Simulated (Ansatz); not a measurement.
# WClO+ (singlet): the correlation ladder, def2-SVP

The task here is to estimate one member of a computed series from the others.

Program: Ansatz 0.2.0, Gaussian basis. Level of theory: def2-SVP, core rule «outside noble gas», up to 10 orbitals frozen. These are calculated values, not measurements.

The runs, in order: UHF; CCSD(T) on RHF; CCSD(T) on UHF; CISD; CCSDT(Q) on RHF; CCSDT(Q) on UHF.

5 further runs of the same task are left out: 5 set aside as unsound or not needed.

## The system

The geometry is a PBE0/def2-TZVP stationary point (not a proven minimum) of the parent state, kept for this charge and spin. No spin-orbit coupling is included. Elements past krypton take def2 core potentials.

3 atoms, charge 1, spin multiplicity 1.

Atoms are counted from 1 here; the program's logs count them from 0.

Bond lengths: W1–O2 1.680 Å, W1–Cl3 2.268 Å. Angles: O2–W1–Cl3 130.7°.

Geometry (Å):

```xyz
3
ClOW
W     0.0000   -0.1328   -0.2476
O     0.0000    0.9260   -1.5521
Cl    0.0000    0.2707    1.9843
```

Set-up of the first run:

File in.yaml:

```yaml
crystal:
  periodic: [false, false, false]
  atoms:
    - {symbol: W, position_ang: [0.000000, -0.132791, -0.247582]}
    - {symbol: O, position_ang: [0.000000, 0.925996, -1.552135]}
    - {symbol: Cl, position_ang: [0.000000, 0.270696, 1.984279]}
basis:
  gaussian: {orbitals: def2-SVP}
total_charge: 1
magnetization: {spin_polarized: true, initial_magnetization: 0}
hamiltonian: {xc: hf}
output: {orbitals: {seedname: orbitals}}
```

On the command line:

```bash
$ ansatz run in.yaml --threads 1 --pin off --events-out ev --progress --plain --max-ram 4096MiB --backend cpu
```

Among the steps run: UHF; CCSD(T) on RHF; CCSD(T) on UHF; CISD; CCSDT(Q) on RHF; CCSDT(Q) on UHF.

One of the session's tables, all rows but one given; the rest of the session is left out.

It belongs to the step «Misses and costs». 

```
   method  from RCCSDT(Q) (meV)
      RHF              +13856.9
      UHF              +13045.0
     RMP2                +452.7
     UMP2                -160.7
    RCCSD                +873.0
    UCCSD                +149.5
 RCCSD(T)                +112.5
 UCCSD(T)                -657.8
   RCCSDT                 +81.2
   UCCSDT                -756.2
RCCSDT(Q)                     0
UCCSDT(Q)                     ?
```

Estimate the missing values for UCCSDT(Q).

The run gave: from RCCSDT(Q) (meV): -858.1. In the column «from RCCSDT(Q) (meV)» it is the lowest.

Not comparable, so not listed: CISD (they don't share determinant, frozen orbitals or solution with the rows shown, or repeat one).

To keep in mind: The determinant is far from a pure spin state, so its energy mixes those of several spin states (harmless only where they are near-degenerate, as at dissociation). The program flags UCCSD(T), UCCSDT(Q) as in doubt, so those rows may rest on another solution; read them beside their warnings. Warnings: restricted reference is unstable; spin contamination; large T1 diagnostic. Restricted and unrestricted rows rest on different reference determinants; where their highest levels disagree by more than a few hundredths of an eV, they describe different states and don't form one ladder.
